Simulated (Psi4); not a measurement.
**triplet H2: levels of theory compared**

Aim: a comparison of 5 runs (UHF/STO-3G, UHF/3-21G, UB3LYP/6-31G*, UHSE06/aug-cc-pVTZ) of triplet H2. 

The results are computed with Psi4 1.11.

1 further run of the same task is left out (set aside as unsound or not needed).

## Step 1: The system as given

The species is H2 (2 atoms), meant as a triplet with charge 0. SMILES of the parent species: `[H][H]`. Geometry: relaxed at PBE0-D4/def2-TZVP. That shape belongs to the parent species and isn't relaxed for this state.

Bond lengths: H1–H2 0.746 Å.

## Step 2: Energy and forces at UHF/STO-3G (run 1)

h2.dat

```
memory 1.6 GB

molecule {
  0 3
  H
  H 1 0.746146
  symmetry c1
  no_reorient
  no_com
}

set basis STO-3G
set reference uhf
set puream true
set e_convergence 1e-09
set d_convergence 1e-08
set scf_type pk
set maxiter 200

e_tot, wfn = gradient("hf", return_wfn=True)
oeprop(wfn, "DIPOLE", "LOWDIN_CHARGES", "MAYER_INDICES", title="HF")
```

The run is started by

```sh
$ psi4 -n 1 h2.dat h2.out
```

h2.out:

```text
[...]
  Running in c1 symmetry.
[...]
  Nuclear repulsion =    0.709214028715560
[...]
  Multiplicity = 3
[...]
  Nalpha       = 2
  Nbeta        = 0
[...]
    Number of basis functions: 2
[...]
   @UHF iter   1:    -0.53820168890355    1.78332e-01   7.35356e-17 DIIS
   @UHF iter   2:    -0.53820168890355    0.00000e+00   7.35356e-17 DIIS
[...]
   @S^2 Observed:                2.000000000E+00
[...]
    Orbital Energies [Eh]
    ---------------------
    Alpha Occupied:
       1A     -0.768512     2A      0.002186
    Alpha Virtual:
    Beta Occupied:
    Beta Virtual:
       1A      0.086626     2A      0.880262
    Final Occupation by Irrep:
              A
[...]
  @UHF Final Energy:    -0.53820168890355
   => Energetics <=
    Nuclear Repulsion Energy =              0.7092140287155598
    One-Electron Energy =                  -1.7285053821275236
    Two-Electron Energy =                   0.4810896645084166
    Total Energy =                         -0.5382016889035470
  UHF NO Occupations:
  HONO-1 :    1  A 1.0000000
  HONO-0 :    2  A 1.0000000
[...]
  -Total Gradient:
     Atom            X                  Y                   Z
    ------   -----------------  -----------------  -----------------
       1        0.000000000000     0.000000000000     0.632996990527
       2        0.000000000000     0.000000000000    -0.632996990527
[...]
 Multipole Moments:
 ------------------------------------------------------------------------------------
     Multipole            Electronic (a.u.)      Nuclear  (a.u.)        Total (a.u.)
 ------------------------------------------------------------------------------------
 L = 1.  Multiply by 2.5417464519 to convert [e a0] to [Debye]
 Dipole X            :          0.0000000            0.0000000            0.0000000
 Dipole Y            :          0.0000000            0.0000000            0.0000000
 Dipole Z            :          0.0000000            0.0000000            0.0000000
 Magnitude           :                                                    0.0000000
[...]
```

Wall time 1.2 s (1 thread of Intel Xeon 6975P-C (Granite Rapids), shared host); peak memory 0.14 GiB.

## Step 3: The energy at UHF/3-21G (run 2)

h2.inp

```
memory 1600 mb

molecule {
  0 3
  H      0.60338955    -0.18746083     0.31274967
  H     -0.60338955     0.18746083    -0.31274967
  units au
  symmetry c1
}

set {
  basis         3-21G
  reference     uhf
  puream        true
  e_convergence 1e-09
  d_convergence 1e-08
  scf_type      pk
  maxiter       200
}

e, wfn = energy('scf', return_wfn=True)
oeprop(wfn, 'QUADRUPOLE', 'MAYER_INDICES', 'MULLIKEN_CHARGES', title='SCF')
print_variables()
```

The run is started by

```sh
$ psi4 h2.inp h2.out -n 1
```

h2.out:

```text
[...]
  Running in c1 symmetry.
[...]
  Nuclear repulsion =    0.709214244738328
[...]
  Multiplicity = 3
[...]
  Nalpha       = 2
  Nbeta        = 0
[...]
    Number of basis functions: 4
[...]
   @UHF iter   1:    -0.73061764201202    1.19081e-01   3.89358e-02 ADIIS/DIIS
[...]
   @UHF iter   5:    -0.75141511397093   -4.91536e-10   6.70550e-09 DIIS
[...]
   @S^2 Observed:                2.000000000E+00
[...]
    Orbital Energies [Eh]
    ---------------------
    Alpha Occupied:
       1A     -0.862710     2A     -0.200993
    Alpha Virtual:
       3A      0.771849     4A      1.278378
    Beta Occupied:
    Beta Virtual:
       1A     -0.078914     2A      0.330583     3A      0.946734
       4A      1.531086
[...]
  @UHF Final Energy:    -0.75141511397093
   => Energetics <=
    Nuclear Repulsion Energy =              0.7092142447383283
    One-Electron Energy =                  -1.8575552061534952
    Two-Electron Energy =                   0.3969258474442408
    Total Energy =                         -0.7514151139709262
  UHF NO Occupations:
  HONO-1 :    1  A 1.0000000
  HONO-0 :    2  A 1.0000000
[...]
 Multipole Moments:
 ------------------------------------------------------------------------------------
     Multipole            Electronic (a.u.)      Nuclear  (a.u.)        Total (a.u.)
 ------------------------------------------------------------------------------------
 L = 1.  Multiply by 2.5417464519 to convert [e a0] to [Debye]
 Dipole X            :          0.0000000            0.0000000            0.0000000
 Dipole Y            :         -0.0000000            0.0000000           -0.0000000
 Dipole Z            :          0.0000000            0.0000000            0.0000000
 Magnitude           :                                                    0.0000000
 L = 2.  Multiply by 1.3450342976 to convert [e a0^2] to [Debye ang]
 Quadrupole XX       :         -4.4500476            0.9940657           -3.4559819
 Quadrupole XY       :          0.0000000           -0.0000000            0.0000000
[...]
  Mulliken Charges: (a.u.)
   Center  Symbol    Alpha    Beta     Spin     Total
       1     H     1.00000  0.00000  1.00000 -0.00000
       2     H     1.00000  0.00000  1.00000 -0.00000
   Total alpha =  2.00000, Total beta =  0.00000, Total charge = -0.00000
  Mayer Bond Indices:
  Total Bond Index:
  Irrep: 1 Size: 2 x 2
                 1                   2
[...]
```

It took 1.4 s on 1 thread of Intel Xeon 6975P-C (Granite Rapids), shared host; peak memory 0.18 GiB.

Runs 3 to 4 aren't shown in full; the table further down has their settings and results.

## Step 4: The energy at UHSE06/aug-cc-pVTZ (run 5)

job.json

```json
{
 "schema_name": "qcschema_input",
 "schema_version": 1,
 "molecule": {
  "schema_name": "qcschema_molecule",
  "schema_version": 2,
  "symbols": ["H", "H"],
  "geometry": [0.60338955, -0.18746083, 0.31274967, -0.60338955, 0.18746083, -0.31274967],
  "molecular_charge": 0,
  "molecular_multiplicity": 3,
  "fix_symmetry": "c1",
  "fix_com": true,
  "fix_orientation": true
 },
 "driver": "energy",
 "model": {
  "method": "hse06",
  "basis": "aug-cc-pVTZ"
 },
 "keywords": {
  "reference": "uks",
  "puream": true,
  "e_convergence": 1e-09,
  "d_convergence": 1e-08,
  "scf_type": "pk",
  "dft_radial_points": 99,
  "dft_spherical_points": 590,
  "maxiter": 200,
  "scf_properties": ["QUADRUPOLE", "DIPOLE", "MAYER_INDICES"]
 }
}
```

The run is started by

```sh
$ psi4 --qcschema job.json -n 1 --memory 1600MB
```

stdout:

```text
[...]
  Running in c1 symmetry.
[...]
  Nuclear repulsion =    0.709214244738328
[...]
  Multiplicity = 3
[...]
  Nalpha       = 2
  Nbeta        = 0
[...]
    Number of basis functions: 46
[...]
   @UKS iter   1:    -0.78202140782648    1.41447e-01   2.06259e-03 DIIS/ADIIS
[...]
   @UKS iter   6:    -0.79571861835542   -3.55225e-11   4.20186e-09 DIIS
[...]
   @S^2 Observed:                2.000000000E+00
[...]
    Orbital Energies [Eh]
    ---------------------
    Alpha Occupied:
       1A     -0.686824     2A     -0.111002
    Alpha Virtual:
       3A     -0.026364     4A      0.029093     5A      0.047827
       6A      0.047827     7A      0.151453     8A      0.180234
       9A      0.180234    10A      0.244884    11A      0.247625
      12A      0.508520    13A      0.575891    14A      0.575891
      15A      0.614973    16A      0.614973    17A      0.678238
      18A      0.678238    19A      0.679523    20A      0.827832
      21A      0.851178    22A      0.851178    23A      0.859835
      24A      0.859835    25A      1.179957    26A      1.614655
[...]
  @UKS Final Energy:    -0.79571861835542
   => Energetics <=
    Nuclear Repulsion Energy =              0.7092142447383281
    One-Electron Energy =                  -1.8418192876917523
    Two-Electron Energy =                   0.8442779305812843
    DFT Exchange-Correlation Energy =      -0.5073915059832811
    Empirical Dispersion Energy =           0.0000000000000000
    VV10 Nonlocal Energy =                  0.0000000000000000
    Total Energy =                         -0.7957186183554210
[...]
 Multipole Moments:
 ------------------------------------------------------------------------------------
     Multipole            Electronic (a.u.)      Nuclear  (a.u.)        Total (a.u.)
 ------------------------------------------------------------------------------------
 L = 1.  Multiply by 2.5417464519 to convert [e a0] to [Debye]
 Dipole X            :          0.0000000            0.0000000            0.0000000
 Dipole Y            :         -0.0000000            0.0000000           -0.0000000
 Dipole Z            :          0.0000000            0.0000000            0.0000000
 Magnitude           :                                                    0.0000000
 L = 2.  Multiply by 1.3450342976 to convert [e a0^2] to [Debye ang]
 Quadrupole XX       :         -6.5593543            0.7281579           -5.8311964
 Quadrupole XY       :          1.1967972           -0.2262238            0.9705734
[...]
```

The result, in JSON:

```text
{
 "driver": "energy",
 "model": {
  "method": "hse06",
  "basis": "aug-cc-pVTZ"
 },
 "success": true,
 "return_result": -0.795718618355421,
 "properties": {
  "calcinfo_nbasis": 46,
  "calcinfo_nmo": 46,
  "calcinfo_nalpha": 2,
  "calcinfo_nbeta": 0,
  "calcinfo_natom": 2,
  "nuclear_repulsion_energy": 0.7092142447383281,
  "return_energy": -0.795718618355421,
  "scf_one_electron_energy": -1.8418192876917523,
  "scf_two_electron_energy": 0.8442779305812843,
  "scf_xc_energy": -0.5073915059832811,
  "scf_dipole_moment": [1.0473844014313727e-12, -2.913502772372567e-13, 3.9812597663058114e-13],
  "scf_total_energy": -0.795718618355421,
  "scf_iterations": 6
 }
}
```

Run time: 4.8 s. Hardware: 1 thread of Intel Xeon 6975P-C (Granite Rapids), shared host; peak memory 0.37 GiB.

## Step 5: Overview of the runs

```csv
run,level,task,Cartesian functions,energy (Eh),dipole moment (D),HOMO energy (eV),⟨S²⟩,wall time
1,UHF/STO-3G,gradient,no,-0.538202,0.00,0.06,2.000,1.2 s
2,UHF/3-21G,energy,no,-0.751415,0.00,-5.47,2.000,1.4 s
3,UB3LYP/6-31G* (Cartesian functions),energy,yes,-0.769922,0.00,-1.99,2.000,2.2 s
4,UB3LYP/6-31G* (spherical functions),energy,no,-0.769922,0.00,-1.99,2.000,2 s
5,UHSE06/aug-cc-pVTZ,energy,no,-0.795719,0.00,-3.02,2.000,4.8 s
```

## Step 6: Results

| quantity | value |
| --- | --- |
| run 5: total energy | -0.79572 Eh |
| run 5: dipole moment | 0.00 D |
| run 5: HOMO energy (highest over α and β) | -3.02 eV |
| run 5: ⟨S²⟩ | 2.000 |

In words: Totals of different functionals can't be ranked against each other. In run 1 the basis is minimal, so the values are rough. All runs together took 12 s, the longest 4.8 s.
